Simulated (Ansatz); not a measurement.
I need vertical and adiabatic energies of changing the electron count of CH5ClSn, SMILES Cl[CH2][SnH3]. Use Ansatz's Python interface. Level of theory (for the species named): B3LYP, def2-SVP basis, multiplicity 1.

```xyz
8

Cl   -2.2537    0.1452   -0.4202
C    -0.5982    0.2932   -0.9157
Sn    0.6167   -0.2560    0.7264
H    -0.2862    1.3468   -1.2251
H    -0.4046   -0.3991   -1.7823
H     0.3475    0.8449    2.0778
H     2.3576   -0.1509    0.2681
H     0.3130   -1.8812    1.2152
```

`adiabatic_ch5clsn.py`:
```python
import itertools

import ansatz as az
from ase.data import atomic_numbers, covalent_radii
import numpy as np

BASIS = "def2-SVP"
XC = "B3LYP"
CHARGE = 1

GEOMETRY = """
Cl   -2.25370    0.14520   -0.42020
C    -0.59820    0.29320   -0.91570
Sn    0.61670   -0.25600    0.72640
H    -0.28620    1.34680   -1.22510
H    -0.40460   -0.39910   -1.78230
H     0.34750    0.84490    2.07780
H     2.35760   -0.15090    0.26810
H     0.31300   -1.88120    1.21520
"""

molecule = az.Crystal.molecule()
for line in GEOMETRY.strip().splitlines():
    symbol, *xyz = line.split()
    molecule = molecule.atom(symbol, [float(v) for v in xyz])

model = molecule.calculation().basis(gaussian=BASIS).functional(XC)
symbols = [site.symbol for site in molecule.cartesian_sites]
start = np.array([site.position_ang for site in molecule.cartesian_sites], dtype=float)
data = model.relax(force_tolerance=0.01).run(threads=1).report
end = np.array(data["positions_ang"])

minimum = az.Crystal.molecule()
for symbol, place in zip(symbols, end):
    minimum = minimum.atom(symbol, place.tolist())
ion = minimum.calculation()
ion = ion.basis(gaussian=BASIS)
ion = ion.functional(XC).charge(CHARGE)
ion = ion.spin("collinear", total=1)
vertical = ion.run(threads=1).report
settled = ion.relax(force_tolerance=0.01, max_steps=80).run(threads=1).report
print(f"vertical ionisation energy   {vertical['free_energy_ev'] - data['free_energy_ev']:.3f} eV")
print(f"adiabatic, no zero point     {settled['free_energy_ev'] - data['free_energy_ev']:.3f} eV")
print(f"relaxation energy of the ion {vertical['free_energy_ev'] - settled['free_energy_ev']:.3f} eV")
ionised = np.array(settled["positions_ang"])
radius = [covalent_radii[atomic_numbers[s]] for s in symbols]
span = lambda where, i, j: np.linalg.norm(where[i] - where[j])
bonded = [(i, j) for i, j in itertools.combinations(range(len(symbols)), 2) if min(span(end, i, j), span(ionised, i, j)) < 1.2 * (radius[i] + radius[j])]
print("pair        before    after (A)")
for i, j in bonded:
    print(f"{symbols[i]}{i}-{symbols[j]}{j}".ljust(10), f"{span(end, i, j):8.4f} {span(ionised, i, j):8.4f}")
```

```console
$ python adiabatic_ch5clsn.py
vertical ionisation energy   9.758 eV
adiabatic, no zero point     8.994 eV
relaxation energy of the ion 0.763 eV
pair        before    after (A)
Cl0-C1       1.8076   1.6904
C1-Sn2       2.1886   2.5448
C1-H3        1.0982   1.0984
C1-H4        1.0982   1.0984
Sn2-H5       1.7162   1.6999
Sn2-H6       1.7239   1.7032
Sn2-H7       1.7162   1.6999
```

The energies are electronic: no zero-point or thermal terms, and the basis set is short of its limit. The product may relax into another structure. Each relaxation finds its nearest minimum, which needn't be the lowest. def2 sets replace the cores of elements past krypton by effective core potentials. b3lyp holds the VWN-RPA fit, as in Gaussian; the form of ORCA and Turbomole is b3lyp5. Hardware and time: 2.7 min on 1 thread of Arm Neoverse N1, with other jobs on the host, peak memory 0.32 GiB.
